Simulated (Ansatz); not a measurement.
NbTe in Ansatz: the effect of pseudo set

Crystal: NbTe.

```
CELL_PARAMETERS angstrom
3.35577 0.00000 0.00000
0.00000 3.35577 0.00000
0.00000 0.00000 3.35577
ATOMIC_POSITIONS crystal
Nb 0.50000 0.50000 0.50000
Te 0.00000 0.00000 0.00000
```

The cell was built by a generator and needn't be a form met in nature.

The cell isn't the ideal one: volume scaled by 0.94.

Alike in all runs:

| Property | Result |
| --- | --- |
| Program | Ansatz 0.2.0 |
| Task | single point |
| Functional | PBE |
| k mesh | 8 × 8 × 8 |
| Occupations | fermi-dirac, width 0.05 eV |
| Spin | no spin polarisation |

```csv
pseudo set,cutoff,pressure (GPa)
Ansatz PAW,420 eV (not typed: the program's choice for these potentials),9.4
Ansatz PAW accurate,770 eV,9.4
JTH PAW,1170 eV (not typed: the program's choice for these potentials),?
SPMS NC,762 eV (not typed: the program's choice for these potentials),10.0
PseudoDojo standard,1120 eV,9.4
PseudoDojo stringent,1450 eV,9.6
Ansatz PAW earlier set,708 eV (not typed: the program's choice for these potentials),9.5
Ansatz NC,1120 eV (not typed: the program's choice for these potentials),9.5
```

What does the run with pseudo set JTH PAW give?

Pressure 11.1 GPa.

The runs don't all hold the same shells in valence.
